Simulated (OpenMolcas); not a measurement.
**Co³⁺ with 6 ligands (fluoride): CASSCF and CASPT2 levels and susceptibility**

Aim: the ligand-field states of Co³⁺ in this surrounding, its lowest levels with spin-orbit coupling and its magnetic susceptibility.

The numbers are computed with OpenMolcas 26.06 (state-averaged CASSCF and CASPT2, spin-orbit coupling by RASSI with atomic mean-field integrals), except any that are marked as measured or tabulated.

### 1 What is computed

* Species: Co³⁺ (cobalt, Z = 27, 24 electrons)
* Basis: ANO-RCC-VTZP [6s5p3d2f1g], 143 functions with the ligands
* Scalar Hamiltonian: DKH2, point nucleus
* Inactive shells: 1s 2s 2p 3s 3p of the metal, and all ligand shells
* Active space: 6 electrons in 5 orbitals (3d)
* Some configurations of this space: 3d6
* Orbitals: optimised for each spin and parity, averaged over all roots

Outer shells as boxes (Hund's rule):

3d6
```
3d [↑↓][↑ ][↑ ][↑ ][↑ ]
```

Co³⁺ is taken with 6 ligands (fluoride) in octahedron coordination (Oh) at 1.87 Å. A charge of +0.5 e stands 2.8 Å behind each ligand. Ligand basis ANO-RCC-VDZP. The distances are assumed, not relaxed.

```xyz
7

Co    0.0000    0.0000    0.0000
F     1.8700    0.0000    0.0000
F     0.0000    1.8700    0.0000
F    -1.8700    0.0000    0.0000
F     0.0000   -1.8700    0.0000
F     0.0000    0.0000    1.8700
F     0.0000    0.0000   -1.8700
```

Each step is its own input file, run in one work folder so that later steps find the files of earlier ones. Labels, J, g values, rates, χT and fits are worked out afterwards by a script from the matrices that RASSI stores. The input lists half of the charges; inversion (Group=XYZ) makes the rest.

### 2 GATEWAY and SEWARD: basis and integrals

The input, a.inp:

```
&GATEWAY
Coord
7

Co 0.0 0.0 0.0
F 1.870000 0.000000 0.000000
F 0.000000 1.870000 0.000000
F -1.870000 0.000000 0.000000
F 0.000000 -1.870000 0.000000
F 0.000000 0.000000 1.870000
F 0.000000 0.000000 -1.870000
Basis=Co.ANO-RCC-VTZP,F.ANO-RCC-VDZP
Group=XYZ
NoMove
AngMom=0.0 0.0 0.0
AMFI
RICD
XField
3 Angstrom 0
4.670000 0.000000 0.000000 0.500000
0.000000 4.670000 0.000000 0.500000
0.000000 0.000000 4.670000 0.500000
&SEWARD
```

Started as:

```bash
OMP_NUM_THREADS=1 MOLCAS_MEM=2457 MOLCAS_PROJECT=a pymolcas a.inp > a.log
```

Output:

```text
Basis set label: CO.ANO-RCC...6S5P3D2F1G.

      Electronic valence basis set:
      ------------------
      Associated Effective Charge  27.000000 au
      Associated Actual Charge     27.000000 au
      Nuclear Model: Point charge

      Shell  nPrim  nBasis  Cartesian Spherical Contaminant
         s      21       6        X
         p      15       5        X
         d      10       3                 X
         f       6       2                 X
         g       4       1                 X
                  Relativistic Douglas-Kroll-Hess integrals:
                    - DKH order of Hamiltonian: 2
                    - DKH order of Properties : 0
                  Atomic mean-field integrals
```

### 3 CASSCF: quintets of even parity, 5 roots

The input, a.inp:

```
&RASSCF
FileOrb=start.orb
Symmetry=1
Spin=5
nActEl=6 0 0
Inactive=18 21
Ras2=5 0
CIRoot=5 5 1
SDav=5
CIMx=300
Iter=150 100
PrWF=0.3
OrbListing=Nothing
MaxOrb=0
LevShft=1.0
>>> COPY $Project.JobIph JOB001
```

start.orb holds start orbitals that the driver prepared beforehand, or those of the step before.

Output, cut to the lines that bear on the results:

```text
[...]
      Number of active orbitals                  5
[...]
      Spin quantum number                      2.0
[...]
      Active orbitals                            5   0
[...]
      Number of CSFs                             5
      Number of root(s) required                 5
[...]
      Convergence after 15 iterations
[...]
      Natural orbitals and occupation numbers for root  1
      sym 1:   2.000000   1.000000   1.000000   1.000000   1.000000
      Natural orbitals and occupation numbers for root  2
      sym 1:   1.000000   2.000000   1.000000   1.000000   1.000000
      Natural orbitals and occupation numbers for root  3
      sym 1:   1.000000   1.000000   1.000000   2.000000   1.000000
::    RASSCF root number  1 Total energy:  -1990.14320335
::    RASSCF root number  2 Total energy:  -1990.14320335
::    RASSCF root number  3 Total energy:  -1990.14320335
::    RASSCF root number  4 Total energy:  -1990.09097288
::    RASSCF root number  5 Total energy:  -1990.09097288
```

### 4 Reference wave functions, triplets of even parity, 45 roots

The input, a.inp:

```
&RASSCF
FileOrb=start.orb
Symmetry=1
Spin=3
nActEl=6 0 0
Inactive=18 21
Ras2=5 0
CIRoot=45 45 1
SDav=45
CIMx=300
Iter=150 100
PrWF=0.3
OrbListing=Nothing
MaxOrb=0
LevShft=1.0
>>> COPY $Project.JobIph JOB002
```

Output, cut to the lines that bear on the results:

```text
[...]
      Number of active orbitals                  5
[...]
      Spin quantum number                      1.0
[...]
      Active orbitals                            5   0
[...]
      Number of CSFs                            45
      Number of root(s) required                45
[...]
      Convergence after 15 iterations
[...]
      Natural orbitals and occupation numbers for root  1
      sym 1:   0.052370   1.031997   1.043372   1.934864   1.937396
      Natural orbitals and occupation numbers for root  2
      sym 1:   1.030392   1.044796   0.053949   1.937430   1.933434
      Natural orbitals and occupation numbers for root  3
      sym 1:   0.051217   1.033169   1.937377   1.935903   1.042333
::    RASSCF root number  1 Total energy:  -1990.07664542
::    RASSCF root number  2 Total energy:  -1990.07664542
::    RASSCF root number  3 Total energy:  -1990.07664542
[...]
::    RASSCF root number 27 Total energy:  -1989.95324752
::    RASSCF root number 28 Total energy:  -1989.95017886
::    RASSCF root number 29 Total energy:  -1989.95017886
::    RASSCF root number 30 Total energy:  -1989.95017886
```

### 5 Reference wave functions, singlets of even parity, 50 roots

The input, a.inp:

```
&RASSCF
FileOrb=start.orb
Symmetry=1
Spin=1
nActEl=6 0 0
Inactive=18 21
Ras2=5 0
CIRoot=50 50 1
SDav=50
CIMx=300
Iter=150 100
PrWF=0.3
OrbListing=Nothing
MaxOrb=0
LevShft=1.0
>>> COPY $Project.JobIph JOB003
```

Output, cut to the lines that bear on the results:

```text
[...]
      Number of active orbitals                  5
[...]
      Spin quantum number                      0.0
[...]
      Active orbitals                            5   0
[...]
      Number of CSFs                            50
      Number of root(s) required                50
[...]
      Convergence after 10 iterations
[...]
      Natural orbitals and occupation numbers for root  1
      sym 1:   1.961992   0.057012   1.961992   1.961992   0.057012
      Natural orbitals and occupation numbers for root  2
      sym 1:   1.004400   1.001486   1.972473   1.972885   0.048755
      Natural orbitals and occupation numbers for root  3
      sym 1:   1.972875   0.999596   1.006326   1.970572   0.050630
::    RASSCF root number  1 Total energy:  -1990.07151254
::    RASSCF root number  2 Total energy:  -1990.02861022
::    RASSCF root number  3 Total energy:  -1990.02861022
[...]
::    RASSCF root number 27 Total energy:  -1989.88134311
::    RASSCF root number 28 Total energy:  -1989.88089394
::    RASSCF root number 29 Total energy:  -1989.88089394
::    RASSCF root number 30 Total energy:  -1989.86792600
```

### 6 RASSI: spin-orbit coupling between the states

The input, a.inp:

```
&RASSI
NrOfJobIphs=3 5 45 50
1 2 3 4 5
1 2 3 4 5 6 7 8 9 10 11 12 13 14 15 16 17 18 19 20 21 22 23 24 25 26 27
28 29 30 31 32 33 34 35 36 37 38 39 40 41 42 43 44 45
1 2 3 4 5 6 7 8 9 10 11 12 13 14 15 16 17 18 19 20 21 22 23 24 25 26 27
28 29 30 31 32 33 34 35 36 37 38 39 40 41 42 43 44 45 46 47 48 49 50
IphNames
JOB001
JOB002
JOB003
EJob
SpinOrbit
DIPRint=1.0
SOCoupling=1000.0
Subsets=2
Property=9
'ANGMOM' 1 'ANGMOM' 2 'ANGMOM' 3 'MLTPL  1' 1 'MLTPL  1' 2 'MLTPL  1' 3
'AMFI' 1 'AMFI' 2 'AMFI' 3
SOProperty=3
'ANGMOM' 1 'ANGMOM' 2 'ANGMOM' 3
```

Output, cut to the lines that bear on the results:

```text
SPIN-FREE ENERGIES:
  (Shifted by EMIN (a.u.) =      -1990.1432033506)
 SF State       Relative EMIN(au)   Rel lowest level(eV)    D:o, cm**(-1)
     1             0.0000000000        0.0000000000              0.0000
     2             0.0000000000        0.0000000000              0.0000
     3             0.0000000000        0.0000000000              0.0000
     4             0.0522304750        1.4212636298          11463.2643
     5             0.0522304750        1.4212636298          11463.2643
     6             0.0665579240        1.8111333788          14607.7758
     7             0.0665579240        1.8111333788          14607.7758
     8             0.0665579240        1.8111333788          14607.7758
    51             0.0716908076        1.9508062559          15734.3136
    10             0.0883204834        2.4033227860          19384.1055
[...]
Eigenvalues of complex Hamiltonian:
   -----------------------------------
  (Shifted by EMIN (a.u.) =      -1990.1432033506)
 SO State       Relative EMIN(au)   Rel lowest level(eV)    D:o, cm**(-1)
     1            -0.0022322686        0.0000000000              0.0000
     2            -0.0022322686        0.0000000000              0.0000
     3            -0.0022322686        0.0000000000              0.0000
     4            -0.0010007979        0.0335100230            270.2766
     5            -0.0010007979        0.0335100230            270.2766
     6            -0.0009019279        0.0362004138            291.9760
     7            -0.0009019279        0.0362004138            291.9760
     8            -0.0009019279        0.0362004138            291.9760
     9             0.0007815118        0.0820091416            661.4483
    10             0.0009948518        0.0878144195            708.2711
    11             0.0009948518        0.0878144195            708.2711
[...]
```

These steps took 51 s in all on 1 thread of Arm Neoverse V1, shared host.

Spin-free states, with their symmetry labels:

```csv
state,degeneracy,E (cm-1)
5T2,3,0
5E,2,11463
3T1,3,14608
1A1,1,15734
3T2,3,19384
3T1,3,24632
1T1,3,25150
3T2,3,26899
3T1,3,29156
3E,2,29164
1T2,3,33392
3T2,3,34329
3A2,1,35958
1E,2,36966
3E,2,37486
3T1,3,37611
1A1,1,38406
1T2,3,39420
3A1,1,41690
1T1,3,42286
3T2,3,42364
1A2,1,42962
3T1,3,45833
1T2,3,47313
```

With spin-orbit coupling:

| E (cm-1) | Degeneracy | Label | 2S+1 |
| --- | --- | --- | --- |
| 0.0 | 3 | T2 | 5 |
| 270.3 | 2 | E | 5 |
| 292.0 | 3 | T1 | 5 |
| 661.4 | 1 | A1 | 5 |
| 708.3 | 3 | T1 | 5 |
| 740.7 | 3 | T2 | 5 |
| 11917 | 1 | A2 | 5 |
| 11919 | 3 | T2 | 5 |
| 11921 | 2 | E | 5 |
| 11925 | 3 | T1 | 5 |
| 11929 | 1 | A1 | 5 |
| 14574 | 1 | A1 | 3 |
| 14794 | 2 | E | 3 |
| 14836 | 3 | T2 | 3 |
| 15336 | 3 | T1 | 3 |
| 17161 | 1 | A1 | 1 |
| 19628 | 3 | T1 | 3 |
| 19737 | 2 | E | 3 |
| 19972 | 3 | T2 | 3 |
| 20070 | 1 | A2 | 3 |
| 24621 | 3 | T1 | 3 |
| 25006 | 2 | E | 3 |
| 25068 | 3 | T2 | 3 |
| 25175 | 1 | A1 | 3 |

The table of states holds 24 of 43 computed; the rest, higher up, is left out.

Powder χT (cm³ K/mol): 3.14 at 2 K, 3.16 at 5 K, 3.20 at 10 K, 3.29 at 20 K, 3.54 at 50 K, 3.89 at 100 K, 4.09 at 150 K, 4.16 at 200 K, 4.18 at 250 K, 4.16 at 300 K.

A ligand-field fit to the states below 45000 cm-1 gives 10Dq = 11831 cm-1, B = 1233 cm-1 and C = 4645 cm-1 (C/B = 3.77), with a deviation of 165 cm-1.

The orbitals of the open shell are 91 to 97 % metal; the Mulliken charge of the metal is +2.08 e.

### 7 CASPT2: IPEA 0.25, imaginary shift 0.1 (closed shells correlated: 3s 3p of the metal, with ligand shells; the Frozen line counts the rest)

The input, a.inp:

```
>>> COPY JOB001 $Project.JobIph
&CASPT2
Multistate=5 1 2 3 4 5
NoMult
Frozen=5 6
IPEA=0.25
Imaginary=0.1
MaxIter=60
WThr=0.0 0.3 0.05
PrWF=0.5
NoMix
>>> COPY JOB002 $Project.JobIph
&CASPT2
Multistate=45 1 2 3 4 5 6 7 8 9 10 11 12 13 14 15 16 17 18 19 20 21 22
23 24 25 26 27 28 29 30 31 32 33 34 35 36 37 38 39 40 41 42 43 44 45
NoMult
Frozen=5 6
IPEA=0.25
Imaginary=0.1
MaxIter=60
WThr=0.0 0.3 0.05
PrWF=0.5
NoMix
>>> COPY JOB003 $Project.JobIph
&CASPT2
Multistate=50 1 2 3 4 5 6 7 8 9 10 11 12 13 14 15 16 17 18 19 20 21 22
23 24 25 26 27 28 29 30 31 32 33 34 35 36 37 38 39 40 41 42 43 44 45 46
47 48 49 50
NoMult
Frozen=5 6
IPEA=0.25
Imaginary=0.1
MaxIter=60
WThr=0.0 0.3 0.05
PrWF=0.5
NoMix
```

Output, cut to the lines that bear on the results:

```text
[...]
      Active orbitals                            5   0
[...]
      E2 (Variational):          -1.8269554307
      Total energy:           -1991.9701587813
[...]
::    CASPT2 Root  1     Total energy:  -1991.97015878
::    CASPT2 Root  2     Total energy:  -1991.97015896
[...]
::    CASPT2 Root 27     Total energy:  -1991.76555235
::    CASPT2 Root 28     Total energy:  -1991.76088246
::    CASPT2 Root 29     Total energy:  -1991.76185798
::    CASPT2 Root 30     Total energy:  -1991.74656674
```

This run: 7.1 min of run time, 1 thread of Arm Neoverse V1, shared host.

SS-CASPT2: lowest energy less the reference's lowest, -1.8270 hartree; reference weights 0.673 to 0.719.

Spin-free states, with their symmetry labels:

```csv
state,degeneracy,E (cm-1)
5T2,3,0
1A1,1,2631
3T1,3,6822
3T2,3,10170
1T1,3,14211
5E,2,14467
3T1,3,19142
3T2,3,19287
1T2,3,21906
3T1,3,21934
3E,2,22761
3T2,3,26052
1A1,1,27344
1E,2,27401
1T2,3,27961
3A2,1,29954
1T1,3,32170
3E,2,33794
1A2,1,33801
3T1,3,34579
1T2,3,35351
3T2,3,35913
3A1,1,37778
1T2,3,40416
```

With spin-orbit coupling:

| E (cm-1) | Degeneracy | Label | 2S+1 |
| --- | --- | --- | --- |
| 0 | 3 | T2 | 5 |
| 250 | 2 | E | 5 |
| 280 | 3 | T1 | 5 |
| 610 | 1 | A1 | 5 |
| 680 | 3 | T1 | 5 |
| 720 | 3 | T2 | 5 |
| 2830 | 1 | A1 | 1 |
| 7030 | 2 | E | 3 |
| 7090 | 3 | T2 | 3 |
| 7600 | 3 | T1 | 3 |
| 8100 | 1 | A1 | 3 |
| 10420 | 3 | T1 | 3 |
| 10560 | 2 | E | 3 |
| 10770 | 3 | T2 | 3 |
| 10860 | 1 | A2 | 3 |
| 14670 | 3 | T1 | 1 |
| 14860 | 1 | A1 | 5 |
| 14880 | 2 | E | 5 |
| 14890 | 3 | T1 | 5 |
| 14900 | 3 | T2 | 5 |
| 14920 | 1 | A2 | 5 |
| 19120 | 2 | E | 3 |
| 19380 | 3 | T1 | 3 |
| 19450 | 3 | T2 | 3 |

Powder χT (cm³ K/mol): 3.12 at 2 K, 3.14 at 5 K, 3.19 at 10 K, 3.28 at 20 K, 3.53 at 50 K, 3.89 at 100 K, 4.08 at 150 K, 4.14 at 200 K, 4.15 at 250 K, 4.12 at 300 K.

A ligand-field fit to the states below 45000 cm-1 gives 10Dq = 14303 cm-1, B = 950 cm-1 and C = 3283 cm-1 (C/B = 3.45), with a deviation of 914 cm-1.

### 8 CASPT2: IPEA 0.5, imaginary shift 0.1 (closed shells correlated: 3s 3p of the metal, with ligand shells; the Frozen line counts the rest)

Edit a.inp of step 7 so:

```diff
@@ -5,3 +5,3 @@
 Frozen=5 6
-IPEA=0.25
+IPEA=0.5
 Imaginary=0.1
@@ -17,3 +17,3 @@
 Frozen=5 6
-IPEA=0.25
+IPEA=0.5
 Imaginary=0.1
@@ -30,3 +30,3 @@
 Frozen=5 6
-IPEA=0.25
+IPEA=0.5
 Imaginary=0.1
```

Started as:

```bash
OMP_NUM_THREADS=1 MOLCAS_MEM=2457 MOLCAS_PROJECT=a pymolcas a.inp > a.log
```

Output, cut to the lines that bear on the results:

```text
[...]
      Active orbitals                            5   0
[...]
      E2 (Variational):          -1.8141659838
      Total energy:           -1991.9573693344
[...]
::    CASPT2 Root  1     Total energy:  -1991.95736933
::    CASPT2 Root  2     Total energy:  -1991.95736985
[...]
::    CASPT2 Root 27     Total energy:  -1991.74531472
::    CASPT2 Root 28     Total energy:  -1991.74376263
::    CASPT2 Root 29     Total energy:  -1991.74475933
::    CASPT2 Root 30     Total energy:  -1991.72906351
```

Time for this run: 6.6 min (1 thread of Arm Neoverse V1, shared host).

SS-CASPT2: lowest energy less the reference's lowest, -1.8142 hartree; reference weights 0.685 to 0.722.

Spin-free states, with their symmetry labels:

```csv
state,degeneracy,E (cm-1)
5T2,3,0
1A1,1,149
3T1,3,6020
3T2,3,10263
1T1,3,13250
5E,2,14217
3T1,3,19019
3T2,3,20041
3T1,3,22376
1T2,3,22735
3E,2,23461
3T2,3,27221
1E,2,27280
1T2,3,27823
1A1,1,28784
3A2,1,31175
1T1,3,33373
3E,2,34320
3T1,3,34815
1A2,1,35349
1T2,3,36793
3T2,3,36819
3A1,1,38544
1T2,3,41680
```

With spin-orbit coupling:

| E (cm-1) | Degeneracy | Label | 2S+1 |
| --- | --- | --- | --- |
| 0 | 3 | T2 | 5 |
| 250 | 2 | E | 5 |
| 280 | 3 | T1 | 5 |
| 320 | 1 | A1 | 1 |
| 670 | 3 | T1 | 5 |
| 700 | 1 | A1 | 5 |
| 710 | 3 | T2 | 5 |
| 6240 | 2 | E | 3 |
| 6300 | 3 | T2 | 3 |
| 6810 | 3 | T1 | 3 |
| 7240 | 1 | A1 | 3 |
| 10480 | 3 | T1 | 3 |
| 10640 | 2 | E | 3 |
| 10860 | 3 | T2 | 3 |
| 10960 | 1 | A2 | 3 |
| 13770 | 3 | T1 | 1 |
| 14610 | 1 | A1 | 5 |
| 14630 | 3 | T1 | 5 |
| 14640 | 2 | E | 5 |
| 14660 | 3 | T2 | 5 |
| 14670 | 1 | A2 | 5 |
| 19290 | 2 | E | 3 |
| 19440 | 3 | T2 | 3 |
| 19530 | 3 | T1 | 3 |

Powder χT (cm³ K/mol): 3.12 at 2 K, 3.14 at 5 K, 3.19 at 10 K, 3.28 at 20 K, 3.54 at 50 K, 3.89 at 100 K, 4.03 at 150 K, 4.05 at 200 K, 4.02 at 250 K, 3.96 at 300 K.

### 9 The methods side by side

A. CASSCF
B. SS-CASPT2, IPEA 0.25, imaginary shift 0.1 (closed shells correlated: 3s 3p of the metal, with ligand shells; the Frozen line counts the rest)
C. SS-CASPT2, IPEA 0.5, imaginary shift 0.1 (closed shells correlated: 3s 3p of the metal, with ligand shells; the Frozen line counts the rest)

```csv
method,ground state,first state of that spin (cm-1),first gap with spin-orbit (cm-1),χT at 300 K
A,5T2,5E 11460,270.3,4.16
B,5T2,5E 14470,252.7,4.12
C,5T2,5E 14220,248.0,3.96
```

### 10 Summary of results

| quantity | value |
| --- | --- |
| method | SS-CASPT2, IPEA 0.25, imaginary shift 0.1 (closed shells correlated: 3s 3p of the metal, with ligand shells; the Frozen line counts the rest) |
| spin-free ground state | 5T2, 3-fold in its orbital part |
| first state of the same spin within the active space | 5E at 14500 cm⁻¹ |
| lowest level | 3-fold T2 |
| next level | 252.7 cm⁻¹ |
| χT at 300 K | 4.12 cm³ K/mol |
| effective moment at 300 K | 5.74 μB |

Cost by method:

```csv
method,time of its own steps,time with the reference
A. CASSCF,51 s,51 s
"B. SS-CASPT2, IPEA 0.25, imaginary shift 0.1, +3s 3p",7.1 min,8 min
"C. SS-CASPT2, IPEA 0.5, imaginary shift 0.1, +3s 3p",6.6 min,7.5 min
```

Times are of one thread on a shared host.

What this shows: The spin-free ground state (5T2) is 3-fold and keeps the highest spin of the shell. χT at 300 K is 4.12, against 3.01 cm³ K/mol for the spin alone, so orbital moment adds to it. An active space of the d shell alone favours high spin; real ions in strong fields can be low spin. A ligand-field fit to the states below 45000 cm-1 gives 10Dq = 14303 cm-1, B = 950 cm-1 and C = 3283 cm-1 (C/B = 3.45), with a deviation of 914 cm-1. CASPT2 does not keep the components of a term degenerate, and the means are used. With metal d orbitals alone active, the gaps between spin states are rough; where two lie within a few thousand cm-1, their order is open. With one d shell, CASPT2 may overshoot the field of a late 3d ion.
